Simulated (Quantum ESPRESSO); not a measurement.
# Si2Ni (Fm-3m) in Quantum ESPRESSO: single point with PBEsol

Aim: the single point of Si2Ni with PBEsol.

Program: Quantum ESPRESSO 7.5. These are calculated values, not measurements. Logs are shortened: lines on timing, memory, paths and dates and some standing lists are left out, and cuts for length are marked.

## (1) The structure

It takes space group Fm-3m (No. 225, cubic). Conventional cell: a = 5.395 Å, b = 5.395 Å, c = 5.395 Å, α = 90.00°, β = 90.00°, γ = 90.00°. Ni (site symmetry m-3m) is surrounded by 8 Si at 2.34 Å. Si (site symmetry -43m) has 4 Ni at 2.34 Å as nearest neighbours.

The cell was built by a generator and needn't be a form met in nature.

## (2) Single point, PBEsol

pw.in reads:

```
&CONTROL
  calculation = 'scf'
  prefix = 'pwscf'
  outdir = './tmp'
  pseudo_dir = './pseudo'
  tprnfor = .true.
  tstress = .true.
  disk_io = 'nowf'
/
&SYSTEM
  ibrav = 0
  nat = 3
  ntyp = 2
  ecutwfc = 45
  ecutrho = 360
  nbnd = 20
  occupations = 'smearing'
  smearing = 'mp'
  degauss = 0.00734986
/
&ELECTRONS
  conv_thr = 6d-10
  electron_maxstep = 120
  mixing_beta = 0.5
/
ATOMIC_SPECIES
Ni    58.6934 ni_pbesol_v1.4.uspp.F.UPF
Si    28.0850 si_pbesol_v1.uspp.F.UPF
CELL_PARAMETERS angstrom
   0.0000000000    2.6973777600    2.6973777600
   2.6973777600    0.0000000000    2.6973777600
   2.6973777600    2.6973777600    0.0000000000
ATOMIC_POSITIONS crystal
Ni     0.0000000000    0.0000000000    0.0000000000
Si     0.2500000000    0.2500000000    0.2500000000
Si     0.7500000000    0.7500000000    0.7500000000
K_POINTS automatic
16 16 16 0 0 0
```

Potentials or basis: GBRV 1.5 PBEsol.

Launch:

```sh
$ OMP_NUM_THREADS=1 pw.x -in pw.in > pw.out
```

pw.out:

```text
This program is part of the open-source Quantum ESPRESSO suite
     for quantum simulation of materials; please cite
[... 9 lines left out ...]
     --------------------
     sticks:   dense  smooth     PW     G-vecs:    dense   smooth      PW
     Sum        1285     649    199                30587    10849    1917

     Using Slab Decomposition

     bravais-lattice index     =            0
     lattice parameter (alat)  =       7.2087  a.u.
     unit-cell volume          =     264.8817 (a.u.)^3
     number of atoms/cell      =            3
     number of atomic types    =            2
     number of electrons       =        26.00
     number of Kohn-Sham states=           20
     kinetic-energy cutoff     =      45.0000  Ry
     charge density cutoff     =     360.0000  Ry
     scf convergence threshold =      6.0E-10
     mixing beta               =       0.5000
     number of iterations used =            8  plain     mixing
     Exchange-correlation= SLA  PW   PSX  PSC
                           (   1   4  10   8   0   0   0)

     celldm(1)=   7.208678  celldm(2)=   0.000000  celldm(3)=   0.000000
     celldm(4)=   0.000000  celldm(5)=   0.000000  celldm(6)=   0.000000

     crystal axes: (cart. coord. in units of alat)
               a(1) = (   0.000000   0.707107   0.707107 )
               a(2) = (   0.707107   0.000000   0.707107 )
               a(3) = (   0.707107   0.707107   0.000000 )

     reciprocal axes: (cart. coord. in units 2 pi/alat)
               b(1) = ( -0.707107  0.707107  0.707107 )
               b(2) = (  0.707107 -0.707107  0.707107 )
               b(3) = (  0.707107  0.707107 -0.707107 )

     PseudoPot. # 1 for Ni read from file:
     ni_pbesol_v1.4.uspp.F.UPF
     Pseudo is Ultrasoft + core correction, Zval = 18.0
     Generated by new atomic code, or converted to UPF format
     Using radial grid of  865 points,  6 beta functions with:
                l(1) =   0
                l(2) =   0
                l(3) =   1
                l(4) =   1
                l(5) =   2
                l(6) =   2
     Q(r) pseudized with 10 coefficients,  rinner =    0.980   0.980   0.980
                                                       0.980   0.980

     PseudoPot. # 2 for Si read from file:
     si_pbesol_v1.uspp.F.UPF
     Pseudo is Ultrasoft + core correction, Zval =  4.0
     Generated by new atomic code, or converted to UPF format
     Using radial grid of  899 points,  6 beta functions with:
                l(1) =   0
                l(2) =   0
                l(3) =   1
                l(4) =   1
                l(5) =   2
                l(6) =   2
     Q(r) pseudized with  8 coefficients,  rinner =    0.900   0.900   0.900
                                                       0.900   0.900

     atomic species   valence    mass     pseudopotential
     Ni               18.00    58.69340     Ni( 1.00)
     Si                4.00    28.08500     Si( 1.00)

     48 Sym. Ops., with inversion, found

   Cartesian axes

     site n.     atom                  positions (alat units)
         1        Ni     tau(   1) = (   0.0000000   0.0000000   0.0000000  )
         2        Si     tau(   2) = (   0.3535534   0.3535534   0.3535534  )
         3        Si     tau(   3) = (   1.0606602   1.0606602   1.0606602  )

     number of k points=   145  Methfessel-Paxton smearing, width (Ry)=  0.0073

     Number of k-points >= 100: set verbosity='high' to print them.

     Dense  grid:    30587 G-vectors     FFT dimensions: (  45,  45,  45)

     Smooth grid:    10849 G-vectors     FFT dimensions: (  32,  32,  32)

     Check: negative core charge=   -0.000002

     Initial potential from superposition of free atoms

     starting charge      23.9987, renormalised to      26.0000
     Starting wfcs are   21 randomized atomic wfcs

     Self-consistent Calculation

     iteration #  1     ecut=    45.00 Ry     beta= 0.50
     Davidson diagonalization with overlap
     ethr =  1.00E-02,  avg # of iterations =  6.6

     total energy              =    -334.02859356 Ry
     estimated scf accuracy    <      51.28876692 Ry

     iteration #  2     ecut=    45.00 Ry     beta= 0.50
     Davidson diagonalization with overlap
     ethr =  1.00E-02,  avg # of iterations =  3.0

     total energy              =    -361.53066765 Ry
     estimated scf accuracy    <      54.80042160 Ry

     iteration #  3     ecut=    45.00 Ry     beta= 0.50
     Davidson diagonalization with overlap
     ethr =  1.00E-02,  avg # of iterations =  2.2

     total energy              =    -361.77032748 Ry
     estimated scf accuracy    <      10.52690600 Ry

     iteration #  4     ecut=    45.00 Ry     beta= 0.50
     Davidson diagonalization with overlap
     ethr =  1.00E-02,  avg # of iterations =  2.3

     total energy              =    -362.61212339 Ry
     estimated scf accuracy    <       1.19902367 Ry

     iteration #  5     ecut=    45.00 Ry     beta= 0.50
     Davidson diagonalization with overlap
     ethr =  4.61E-03,  avg # of iterations =  1.3

     total energy              =    -361.91382721 Ry
     estimated scf accuracy    <       1.23375509 Ry

     iteration #  6     ecut=    45.00 Ry     beta= 0.50
     Davidson diagonalization with overlap
     ethr =  4.61E-03,  avg # of iterations =  2.3

     total energy              =    -362.57200871 Ry
     estimated scf accuracy    <       2.98277195 Ry

     iteration #  7     ecut=    45.00 Ry     beta= 0.50
     Davidson diagonalization with overlap
     ethr =  4.61E-03,  avg # of iterations =  1.1

     total energy              =    -362.51208418 Ry
     estimated scf accuracy    <       2.98024446 Ry

     iteration #  8     ecut=    45.00 Ry     beta= 0.50
     Davidson diagonalization with overlap
     ethr =  4.61E-03,  avg # of iterations =  1.1

     total energy              =    -361.98050185 Ry
     estimated scf accuracy    <       2.31346674 Ry

     iteration #  9     ecut=    45.00 Ry     beta= 0.50
     Davidson diagonalization with overlap
     ethr =  4.61E-03,  avg # of iterations =  2.0

     total energy              =    -362.29852639 Ry
     estimated scf accuracy    <       0.13683284 Ry

     iteration # 10     ecut=    45.00 Ry     beta= 0.50
     Davidson diagonalization with overlap
     ethr =  5.26E-04,  avg # of iterations =  1.8

     total energy              =    -362.31817620 Ry
     estimated scf accuracy    <       0.01925368 Ry

     iteration # 11     ecut=    45.00 Ry     beta= 0.50
     Davidson diagonalization with overlap
     ethr =  7.41E-05,  avg # of iterations =  2.6

     total energy              =    -362.33687707 Ry
     estimated scf accuracy    <       0.08973099 Ry

     iteration # 12     ecut=    45.00 Ry     beta= 0.50
     Davidson diagonalization with overlap
     ethr =  7.41E-05,  avg # of iterations =  2.1

     total energy              =    -362.27013301 Ry
     estimated scf accuracy    <       0.25843945 Ry

     iteration # 13     ecut=    45.00 Ry     beta= 0.50
     Davidson diagonalization with overlap
     ethr =  7.41E-05,  avg # of iterations =  3.1

     total energy              =    -362.32385199 Ry
     estimated scf accuracy    <       0.07855949 Ry

     iteration # 14     ecut=    45.00 Ry     beta= 0.50
     Davidson diagonalization with overlap
     ethr =  7.41E-05,  avg # of iterations =  1.0

     total energy              =    -362.31426107 Ry
     estimated scf accuracy    <       0.09104190 Ry

     iteration # 15     ecut=    45.00 Ry     beta= 0.50
     Davidson diagonalization with overlap
     ethr =  7.41E-05,  avg # of iterations =  1.0

     total energy              =    -362.29891855 Ry
     estimated scf accuracy    <       0.03922771 Ry

     iteration # 16     ecut=    45.00 Ry     beta= 0.50
     Davidson diagonalization with overlap
     ethr =  7.41E-05,  avg # of iterations =  2.1

     total energy              =    -362.30380140 Ry
     estimated scf accuracy    <       0.04261160 Ry

     iteration # 17     ecut=    45.00 Ry     beta= 0.50
     Davidson diagonalization with overlap
     ethr =  7.41E-05,  avg # of iterations =  1.0

     total energy              =    -362.30398566 Ry
     estimated scf accuracy    <       0.00889272 Ry

     iteration # 18     ecut=    45.00 Ry     beta= 0.50
     Davidson diagonalization with overlap
     ethr =  3.42E-05,  avg # of iterations =  1.0

     total energy              =    -362.30386703 Ry
     estimated scf accuracy    <       0.00152048 Ry

     iteration # 19     ecut=    45.00 Ry     beta= 0.50
     Davidson diagonalization with overlap
     ethr =  5.85E-06,  avg # of iterations =  2.2

     total energy              =    -362.30408970 Ry
     estimated scf accuracy    <       0.00015919 Ry

     iteration # 20     ecut=    45.00 Ry     beta= 0.50
     Davidson diagonalization with overlap
     ethr =  6.12E-07,  avg # of iterations =  2.3

     total energy              =    -362.30408820 Ry
     estimated scf accuracy    <       0.00008649 Ry

     iteration # 21     ecut=    45.00 Ry     beta= 0.50
     Davidson diagonalization with overlap
     ethr =  3.33E-07,  avg # of iterations =  1.1

     total energy              =    -362.30409970 Ry
     estimated scf accuracy    <       0.00000421 Ry

     iteration # 22     ecut=    45.00 Ry     beta= 0.50
     Davidson diagonalization with overlap
     ethr =  1.62E-08,  avg # of iterations =  2.0

     total energy              =    -362.30410029 Ry
     estimated scf accuracy    <       0.00000001 Ry

     iteration # 23     ecut=    45.00 Ry     beta= 0.50
     Davidson diagonalization with overlap
     ethr =  4.35E-11,  avg # of iterations =  5.1

     total energy              =    -362.30410030 Ry
     estimated scf accuracy    <          1.3E-09 Ry

     iteration # 24     ecut=    45.00 Ry     beta= 0.50
     Davidson diagonalization with overlap
     ethr =  4.86E-12,  avg # of iterations =  2.2

     total energy              =    -362.30410030 Ry
     estimated scf accuracy    <          6.6E-10 Ry

     iteration # 25     ecut=    45.00 Ry     beta= 0.50
     Davidson diagonalization with overlap
     ethr =  2.52E-12,  avg # of iterations =  1.0

     End of self-consistent calculation

     Number of k-points >= 100: set verbosity='high' to print the bands.

     the Fermi energy is    13.1708 ev

!    total energy              =    -362.30410031 Ry
     estimated scf accuracy    <          8.8E-12 Ry
     smearing contrib. (-TS)   =      -0.00001512 Ry
     internal energy E=F+TS    =    -362.30408518 Ry

     The total energy is F=E-TS. E is the sum of the following terms:
     one-electron contribution =    -290.13511211 Ry
     hartree contribution      =     157.98575361 Ry
     xc contribution           =     -43.97400689 Ry
     ewald contribution        =    -186.18071979 Ry

     convergence has been achieved in  25 iterations

     Forces acting on atoms (cartesian axes, Ry/au):

     atom    1 type  1   force =     0.00000000    0.00000000   -0.00000000
     atom    2 type  2   force =    -0.00000000    0.00000000    0.00000000
     atom    3 type  2   force =    -0.00000000   -0.00000000    0.00000000

     Total force =     0.000000     Total SCF correction =     0.000000

     Computing stress (Cartesian axis) and pressure

          total   stress  (Ry/bohr**3)                   (kbar)     P=       -3.77
  -0.00002565   0.00000000   0.00000000           -3.77        0.00        0.00
   0.00000000  -0.00002565   0.00000000            0.00       -3.77        0.00
   0.00000000   0.00000000  -0.00002565            0.00        0.00       -3.77

=------------------------------------------------------------------------------=
   JOB DONE.
=------------------------------------------------------------------------------=
```

It took 1.9 min on 1 thread of Arm Neoverse V2, shared host; peak memory 0.19 GiB.

Results:

```
Free energy            : -4929.3984 eV
Pressure               : -0.4 GPa
Band gap on the k mesh : none (metal or under the smearing width)
```

Spin polarisation is off, so any magnetic state and its effect on volume and gap are missing.
